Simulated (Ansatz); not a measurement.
# CH6ClFSi2: a ladder of functionals and wavefunction methods

An exercise on one series of results from a longer session: the logs are not shown, and one member is left open.

Program: Ansatz 0.2.0, Gaussian basis. Level of theory: functionals in def2-TZVPP, the program's frozen cores in correlated methods. These are calculated values, not measurements.

The runs, in order: PBE-D4, r2SCAN-D4, PBE0-D4, B3LYP-D4, ωB97X-V, ωB97M-V, B2PLYP; CCSD(T)/def2-TZVPP; MP2/def2-QZVPP; extrapolation to the limit.

**The geometry**

An earlier PBE0-D4 in a triple-zeta def2 set relaxation fixed the geometry.

SMILES `C[SiH](F)[SiH2]Cl`, 11 atoms, charge 0, spin multiplicity 1.

Atoms are counted from 1 here; the program's logs count them from 0.

Bond lengths: C1–Si2 1.855 Å, C1–H6 1.094 Å, C1–H7 1.092 Å, C1–H8 1.093 Å, Si2–F3 1.608 Å, Si2–Si4 2.349 Å, Si2–H9 1.489 Å, Si4–Cl5 2.067 Å, Si4–H10 1.484 Å, Si4–H11 1.487 Å. Angles: Si2–C1–H6 110.1°, Si2–C1–H7 110.8°, Si2–C1–H8 110.8°, H6–C1–H7 108.2°, H6–C1–H8 108.2°, H7–C1–H8 108.7°, C1–Si2–F3 109.3°, C1–Si2–Si4 111.3°, C1–Si2–H9 111.2°, F3–Si2–Si4 108.1°, F3–Si2–H9 107.1°, Si4–Si2–H9 109.7°, Si2–Si4–Cl5 108.4°, Si2–Si4–H10 113.1°, Si2–Si4–H11 110.9°, Cl5–Si4–H10 107.9°, Cl5–Si4–H11 107.5°, H10–Si4–H11 108.8°.

The first run:

Contents of in.yaml:

```yaml
crystal:
  periodic: [false, false, false]
  atoms:
    - {symbol: C, position_ang: [-1.056011, -0.298871, 1.330024]}
    - {symbol: Si, position_ang: [0.542054, -0.562220, 0.424659]}
    - {symbol: F, position_ang: [1.755487, 0.005048, 1.313540]}
    - {symbol: Si, position_ang: [0.552231, 0.569098, -1.633909]}
    - {symbol: Cl, position_ang: [-0.142319, 2.491541, -1.323732]}
    - {symbol: H, position_ang: [-1.883666, -0.738221, 0.766185]}
    - {symbol: H, position_ang: [-1.259038, 0.766500, 1.458394]}
    - {symbol: H, position_ang: [-1.025333, -0.770968, 2.314929]}
    - {symbol: H, position_ang: [0.803154, -2.011442, 0.202606]}
    - {symbol: H, position_ang: [1.903490, 0.663458, -2.241291]}
    - {symbol: H, position_ang: [-0.364751, -0.086823, -2.603304]}
basis:
  gaussian: {orbitals: def2-TZVPP}
hamiltonian: {xc: pbe, dispersion: d4}
output: {forces: true, orbitals: {seedname: orbitals}}
```

Command:

```
$ ansatz run in.yaml --threads 4 --pin off --events-out ev --progress --plain --max-ram 10444MiB
```

Steps of the session up to this table: PBE-D4 (GGA); r2SCAN-D4 (meta-GGA); PBE0-D4 (hybrid); B3LYP-D4 (hybrid); ωB97X-V (range-separated); ωB97M-V (range-separated); B2PLYP (double hybrid); CCSD(T) in def2-TZVPP; MP2 in def2-QZVPP.

One of the session's tables, all rows but one given; the rest of the session is left out.

| method | atomisation energy (kcal/mol) |
| --- | --- |
| PBE-D4 | 913.1 |
| r2SCAN-D4 | 913.0 |
| PBE0-D4 | 905.5 |
| B3LYP-D4 | 906.9 |
| ωB97X-V | ? |
| ωB97M-V | 912.5 |
| B2PLYP | 897.8 |
| HF/def2-TZVPP | 695.5 |
| MP2/def2-TZVPP | 898.3 |
| CCSD/def2-TZVPP | 877.7 |
| CCSD(T)/def2-TZVPP | 888.1 |
| MP2/CBS | 923.3 |
| CCSD(T)/CBS | 913.1 |

Q: Estimate the row for ωB97X-V from the others.

As computed: atomisation energy (kcal/mol): 916.4. In the column «atomisation energy (kcal/mol)» it lies between CCSD(T)/CBS (913.1) and MP2/CBS (923.3).
